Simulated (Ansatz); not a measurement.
# Isostructural Y, Zr, Pd, Ag, Cd: table of trends, by script

Wanted for isostructural Y, Zr, Pd, Ag, Cd: a table of trends.

Program: Ansatz 0.2.0, driven from Python. Level of theory: DFT LDA, plane waves, PAW. These are calculated values, not measurements.

## Step 1: Starting point

Y P6_3/mmc: It takes space group P6_3/mmc (No. 194, hexagonal). The conventional cell has a = 3.647 Å, b = 3.647 Å, c = 5.731 Å, α = 90.00°, β = 90.00°, γ = 120.00°. Around Y (site symmetry -6m2) lie 12 Y at 3.56 to 3.65 Å.

Zr P6_3/mmc: The structure is hexagonal, space group P6_3/mmc (No. 194). Conventional cell: a = 3.232 Å, b = 3.232 Å, c = 5.147 Å, α = 90.00°, β = 90.00°, γ = 120.00°. Zr (site symmetry -6m2) has 12 Zr at 3.18 to 3.23 Å as nearest neighbours.

Pd P6_3/mmc: The structure is hexagonal, space group P6_3/mmc (No. 194). Conventional cell: a = 2.784 Å, b = 2.784 Å, c = 4.629 Å, α = 90.00°, β = 90.00°, γ = 120.00°. Around Pd (site symmetry -6m2) lie 12 Pd at 2.78 to 2.82 Å.

Ag P6_3/mmc: The structure is hexagonal, space group P6_3/mmc (No. 194). Conventional cell: a = 2.930 Å, b = 2.930 Å, c = 4.790 Å, α = 90.00°, β = 90.00°, γ = 120.00°. Around Ag (site symmetry -6m2) lie 12 Ag at 2.93 Å.

Cd P6_3/mmc: Symmetry: P6_3/mmc, No. 194, hexagonal system. Conventional cell: a = 2.979 Å, b = 2.979 Å, c = 5.618 Å, α = 90.00°, β = 90.00°, γ = 120.00°. Cd (site symmetry -6m2) is surrounded by 12 Cd at 2.98 to 3.29 Å.

y_y.vasp, read by the script:

```text
Y
1.0
   3.64740000    0.00000000    0.00000000
  -1.82370000    3.15874106    0.00000000
   0.00000000    0.00000000    5.73060000
Y
2
Direct
   0.33333333    0.66666667    0.25000000
   0.66666667    0.33333333    0.75000000
```

Input file y_zr.cif:

```cif
data_Zr
_cell_length_a 3.232000
_cell_length_b 3.232000
_cell_length_c 5.147000
_cell_angle_alpha 90.00000
_cell_angle_beta 90.00000
_cell_angle_gamma 120.00000
_symmetry_space_group_name_H-M 'P 1'
_symmetry_Int_Tables_number 1
loop_
_symmetry_equiv_pos_as_xyz
'x, y, z'
loop_
_atom_site_label
_atom_site_type_symbol
_atom_site_fract_x
_atom_site_fract_y
_atom_site_fract_z
Zr1 Zr    0.333333    0.666667    0.250000
Zr2 Zr    0.666667    0.333333    0.750000
```

The script reads y_pd_cell.extxyz:

```xyz
2
Lattice="2.78366505 0.0 0.0 -1.39183252 2.41072465 0.0 0.0 0.0 4.628893" Properties=species:S:1:pos:R:3 pbc="T T T"
Pd    1.39183254    0.80357487    3.47166975
Pd   -0.00000001    1.60714977    1.15722325
```

y_ag.vasp, read by the script:

```text
Ag
1.0
   2.93000000    0.00000000    0.00000000
  -1.46500000    2.53745443    0.00000000
   0.00000000    0.00000000    4.79000000
Ag
2
Direct
   0.33333333    0.66666667    0.25000000
   0.66666667    0.33333333    0.75000000
```

The script reads y_cd.extxyz:

```xyz
2
Lattice="2.97887 0.0 0.0 -1.489435 2.57977709 0.0 0.0 0.0 5.61765" Properties=species:S:1:pos:R:3 pbc="T T T"
Cd   -0.00000000    1.71985140    1.40441250
Cd    1.48943500    0.85992570    4.21323750
```

## Step 2: The code

File y.py:

```python
import warnings

import ansatz
from ase.io import read
import matplotlib.pyplot as plt
import numpy as np

CUTOFF = 500
KSPACING = 0.16
OCCUPATIONS = "gaussian"
SIGMA = 0.05


def solve(name, crystal):
    calc = crystal.calculation()
    calc = calc.functional(ansatz.Functional.LDA)
    calc = calc.basis(CUTOFF)
    calc = calc.kpoints(spacing=KSPACING)
    calc = calc.occupations(OCCUPATIONS, width=SIGMA).stress()
    calc = calc.band_table()
    calc = calc.relax(force_tolerance=0.02, fix_cell=["shape"])
    return calc.run(threads=1, pin="off")


def volume_per_atom(outcome):
    return abs(np.linalg.det(outcome.lattice.cell_ang)) / len(outcome.lattice.sites)

warnings.simplefilter("ignore", ansatz.DeckWarning)

phases = {}
atoms = read("y_y.vasp", format="vasp")
y = ansatz.Crystal.from_ase(atoms)
phases["Y"] = y
atoms = read("y_zr.cif")
zr = ansatz.Crystal.from_ase(atoms)
phases["Zr"] = zr
pd_cell = ansatz.Crystal.from_extxyz("y_pd_cell.extxyz")
phases["Pd"] = pd_cell
atoms = read("y_ag.vasp", format="vasp")
ag = ansatz.Crystal.from_ase(atoms)
phases["Ag"] = ag
cd = ansatz.Crystal.from_extxyz("y_cd.extxyz")
phases["Cd"] = cd

done = {}
for name, crystal in phases.items():
    done[name] = solve(name, crystal)
    print(f"{name}: {done[name].report['energy_sigma0_ev']:.4f} eV, {len(done[name].lattice.sites)} atoms")

rows = [(name, volume_per_atom(o)) for name, o in done.items()]
print("  compound  V (A^3/atom)")
for row in rows:
    print(f"{str(row[0]):>10}  {row[1]:12.3f}")
plt.figure(figsize=(4.5, 3))
plt.bar([row[0] for row in rows], [row[1] for row in rows])
plt.ylabel("V (A^3/atom)")
plt.tight_layout()
plt.savefig("trend.png", dpi=100)
```

## Step 3: The calls as engine input

The engine receives this input (first run):

```yaml
crystal:
  lattice:
    - [3.6474, 0.0, 0.0]
    - [-1.8237, 3.15874106, 0.0]
    - [0.0, 0.0, 5.7306]
  atoms:
    - { symbol: "Y", position: [0.33333333, 0.66666667, 0.25] }
    - { symbol: "Y", position: [0.6666666700000001, 0.33333333, 0.75] }
basis:
  ecutwfc: 500.0
kpoints:
  mp_grid:
    kspacing: 0.16
hamiltonian:
  xc: lda
scf:
  occupations:
    method: gaussian
    width: 0.05
relax:
  f_tol: 0.02
  cell:
    fix: [shape]
output:
  stress: true
  eigenvalues: true
```

## Step 4: Running it

The run is started by

```
$ python y.py
```

What it wrote:

```text
Y: -7491.1072 eV, 2 atoms
Zr: -8154.9254 eV, 2 atoms
Pd: -13689.0888 eV, 2 atoms
Ag: -14916.2926 eV, 2 atoms
Cd: -16235.7750 eV, 2 atoms
  compound  V (A^3/atom)
         Y        29.890
        Zr        21.807
        Pd        14.202
        Ag        16.044
        Cd        20.050
```

It took 4.6 min on 1 thread of Arm Neoverse N1, shared host; peak memory 0.58 GiB.

## Step 5: What each run gave

From the records of these 5 runs:

| run | system | energy (eV/atom) | final volume (Å³/atom) | pressure (GPa) | SCF cycles in all | CPU time (s) |
| --- | --- | --- | --- | --- | --- | --- |
| 1 | Y (2 atoms) | -3745.5536 | 29.89 | 0.00 | 17 | 35 |
| 2 | Zr (2 atoms) | -4077.4627 | 21.81 | 0.04 | 31 | 60 |
| 3 | Pd (2 atoms) | -6844.5444 | 14.20 | 0.00 | 38 | 67 |
| 4 | Ag (2 atoms) | -7458.1463 | 16.04 | -0.05 | 29 | 58 |
| 5 | Cd (2 atoms) | -8117.8875 | 20.05 | 0.00 | 25 | 56 |

Energies are extrapolated to zero smearing width, as in the script. Totals carry meaning only in balanced differences at one level of theory.

## Step 6: Path of the relaxation of run 1

The steps of the relaxation:

```csv
step,E - E(step 1) (eV/cell),largest force component (eV/Å),pressure (GPa),volume (Å³)
1,0.0000,0.0000,-3.78,66.02
2,-0.0781,0.0000,-0.05,59.86
3,-0.0781,0.0000,0.01,59.78
4,-0.0781,0.0000,0.00,59.78
```

Step 1 is the start. Step 4 repeats the geometry before it on a plane-wave basis chosen anew for that cell, so its energy need not be comparable with the rows above.

|  | before | after | change |
| --- | --- | --- | --- |
| a (Å) | 3.647 | 3.529 | -3.3 % |
| b (Å) | 3.647 | 3.529 | -3.3 % |
| c (Å) | 5.731 | 5.544 | -3.3 % |
| volume (Å³/atom) | 33.01 | 29.89 | -9.5 % |
| shortest distance (Å) | 3.556 | 3.440 | -3.3 % |
| space group (0.01 Å) | P6_3/mmc | P6_3/mmc | same |

Forces and stress were held to the start's 24 operations: a distortion of lower symmetry was not tested.

## Step 7: How the relaxation of run 3 went

The steps of the relaxation:

| step | energy from step 1 (eV/cell) | largest force component (eV/Å) | pressure (GPa) | volume (Å³) |
| --- | --- | --- | --- | --- |
| 1 | 0.0000 | 0.0000 | -15.81 | 31.06 |
| 2 | -0.0671 | 0.0000 | 15.99 | 26.74 |
| 3 | -0.1419 | 0.0000 | -2.64 | 28.75 |
| 4 | -0.1448 | 0.0000 | -0.06 | 28.41 |
| 5 | -0.1448 | 0.0000 | 0.00 | 28.40 |
| 6 | -0.1445 | 0.0000 | 0.00 | 28.40 |

Step 1 is the start. Step 6 repeats the geometry before it on a plane-wave basis chosen anew for that cell, so its energy need not be comparable with the rows above.

|  | before | after | change |
| --- | --- | --- | --- |
| a (Å) | 2.784 | 2.702 | -2.9 % |
| b (Å) | 2.784 | 2.702 | -2.9 % |
| c (Å) | 4.629 | 4.493 | -2.9 % |
| volume (Å³/atom) | 15.53 | 14.20 | -8.6 % |
| shortest distance (Å) | 2.784 | 2.702 | -2.9 % |
| space group (0.01 Å) | P6_3/mmc | P6_3/mmc | same |

Forces and stress were held to the start's 24 operations: a distortion of lower symmetry was not tested.

## Step 8: What came out

| quantity | value |
| --- | --- |
| runs compared | 5 |
| Y (run 1): relaxed volume, space group | 29.89 Å³/atom, P6_3/mmc |
| Zr (run 2): relaxed volume, space group | 21.81 Å³/atom, P6_3/mmc |
| Pd (run 3): relaxed volume, space group | 14.20 Å³/atom, P6_3/mmc |
| Ag (run 4): relaxed volume, space group | 16.04 Å³/atom, P6_3/mmc |
| Cd (run 5): relaxed volume, space group | 20.05 Å³/atom, P6_3/mmc |

**Reading.** By relaxed volume an atom the order is Pd (run 3) < Ag (run 4) < Cd (run 5) < Zr (run 2) < Y (run 1). In run 1, over 2 moves the cell shrank by 9.5 % in volume, and the space group stayed P6_3/mmc. In run 3, over 4 moves the cell shrank by 8.6 % in volume, and the space group stayed P6_3/mmc. Atoms and volume are relaxed with the cell's shape held, which in cells of lower than cubic symmetry can hide stresses and shift volumes. Some members of the series are computed structures and not known phases.
